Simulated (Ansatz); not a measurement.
**H₅NOSiSn: a ladder of functionals and wavefunction methods**

How much do the methods differ for H₅NOSiSn? The plan is to run it at one geometry with functionals of several rungs and with coupled cluster. The yardstick is the atomisation energy at the CCSD(T) limit.

Program: Ansatz 0.2.0, Gaussian basis. Level of theory: functionals in def2-TZVPP, the program's frozen cores in correlated methods. These are calculated values, not measurements.

Plan: LDA (SPW92), PBE-D4, revPBE-D4, BLYP-D4, r2SCAN-D4, B97M-V, PBE0-D4, B3LYP-D4, r2SCANh-D4, r2SCAN0-D4, HSE06-D4, BHLYP-D4, CAM-B3LYP-D4, LC-ωPBE, ωB97X-V, ωB97M-V, B2PLYP, PBE-QIDH; CCSD(T)/def2-SVP; CCSD(T)/def2-TZVPP; MP2/def2-QZVPP; extrapolation to the limit; RPA on PBE.

**1. The relaxed structure**

An earlier PBE0-D4 in a triple-zeta def2 set relaxation fixed the geometry. Sn takes the def2 core potential; no spin-orbit term is included.

SMILES `[OH][SnH]1[NH][SiH2]1`, 9 atoms, charge 0, spin multiplicity 1.

Atoms are counted from 1 here; the program's logs count them from 0.

Bond lengths: O1–Sn2 1.970 Å, O1–H5 0.960 Å, Sn2–N3 2.092 Å, Sn2–Si4 2.478 Å, Sn2–H6 1.701 Å, N3–Si4 1.694 Å, N3–H7 1.007 Å, Si4–H8 1.491 Å, Si4–H9 1.491 Å. Angles: Sn2–O1–H5 112.5°, O1–Sn2–N3 110.3°, O1–Sn2–Si4 123.3°, O1–Sn2–H6 100.6°, N3–Sn2–Si4 42.5°, N3–Sn2–H6 113.9°, Si4–Sn2–H6 134.3°, Sn2–N3–Si4 81.0°, Sn2–N3–H7 143.6°, Si4–N3–H7 135.2°, Sn2–Si4–N3 56.5°, Sn2–Si4–H8 120.8°, Sn2–Si4–H9 122.8°, N3–Si4–H8 120.4°, N3–Si4–H9 120.9°, H8–Si4–H9 107.8°.

**2. LDA**

This LDA is Slater exchange with PW92 correlation.

Input file in.yaml:

```yaml
crystal:
  periodic: [false, false, false]
  atoms:
    - {symbol: O, position_ang: [-1.903928, 1.559222, 0.481388]}
    - {symbol: Sn, position_ang: [-0.360933, 0.941784, -0.576413]}
    - {symbol: N, position_ang: [0.987707, -0.095543, 0.641582]}
    - {symbol: Si, position_ang: [0.566734, -1.349933, -0.416031]}
    - {symbol: H, position_ang: [-2.347430, 0.840975, 0.939022]}
    - {symbol: H, position_ang: [0.234451, 2.425874, -1.156815]}
    - {symbol: H, position_ang: [1.635409, 0.008282, 1.405683]}
    - {symbol: H, position_ang: [-0.277486, -2.484104, 0.056741]}
    - {symbol: H, position_ang: [1.553877, -1.892858, -1.392257]}
basis:
  gaussian: {orbitals: def2-TZVPP}
hamiltonian: {xc: lda}
output: {orbitals: {seedname: orbitals}}
```

Command:

```
> ansatz run in.yaml --threads 4 --pin off --events-out ev --progress --plain --max-ram 10444MiB
```

After this run come: PBE-D4 (GGA); revPBE-D4 (GGA); BLYP-D4 (GGA); r2SCAN-D4 (meta-GGA); B97M-V (meta-GGA); PBE0-D4 (hybrid); B3LYP-D4 (hybrid); r2SCANh-D4 (hybrid); r2SCAN0-D4 (hybrid); HSE06-D4 (hybrid); BHLYP-D4 (hybrid); CAM-B3LYP-D4 (range-separated); LC-ωPBE (range-separated); ωB97X-V (range-separated); ωB97M-V (range-separated); B2PLYP (double hybrid); PBE-QIDH (double hybrid); CCSD(T) in def2-SVP; CCSD(T) in def2-TZVPP; MP2 in def2-QZVPP; RPA on PBE orbitals.

**Question.** What will the summary of the whole plan be? Wanted: atomisation energy, CCSD(T)/CBS; farthest beyond LDA; mean size of error, GGA; mean size of error, meta-GGA; mean size of error, hybrid; mean size of error, range-separated; mean size of error, double hybrid; gap, smallest and largest; T1 diagnostic.

**Answer**, as computed:

| quantity | value |
| --- | --- |
| atomisation energy, CCSD(T)/CBS | 2718.3 kJ/mol |
| functionals within 27.2 kJ/mol (1.0 %) | PBE-D4, B97M-V, CAM-B3LYP-D4, ωB97X-V |
| farthest beyond LDA | BHLYP-D4 (-144.7 kJ/mol) |
| mean size of error, GGA | 35.9 kJ/mol |
| mean size of error, meta-GGA | 18.7 kJ/mol |
| mean size of error, hybrid | 80.7 kJ/mol |
| mean size of error, range-separated | 31.2 kJ/mol |
| mean size of error, double hybrid | 80.6 kJ/mol |
| gap, smallest and largest | 3.44 eV (LDA (SPW92)), 9.86 eV (LC-ωPBE) |
| T1 diagnostic | 0.0152 |
| triples share of the correlation energy | 3.7 % |

**Reading.** The LDA atomisation energy is off by 407.8 kJ/mol (15 %): it overbinds. PBE-D4 misses by +8.6 kJ/mol. Double hybrids carry the basis error of their MP2 part in triple zeta, and no dispersion term here, so their miss is partly the set-up's. By mean error the best rung here is meta-GGA (18.7 kJ/mol) and the worst beyond LDA is hybrid (80.7 kJ/mol). The gap between the best rungs is small, so their order is not settled. The mean of the hybrids holds BHLYP, with half exact exchange. Misses under about 27.2 kJ/mol are within the doubt on the reference itself, which lacks core-valence correlation, spin-orbit coupling and higher excitations, and its outer-core shells are covered unevenly. All levels share the lack of spin-orbit coupling, which lowers the free heavy atoms and so the true binding. Hartree-Fock recovers 63 % of the binding; the rest is correlation. CCSD(T) in def2-SVP is off by -308.0 kJ/mol, more than most functionals: a good method in a small basis is no reference. The gap grows from 3.4 to 9.9 eV across the functionals, mostly with the share of exact exchange. Correlated methods include outer-core shells of Sn, which these sets cover unevenly.
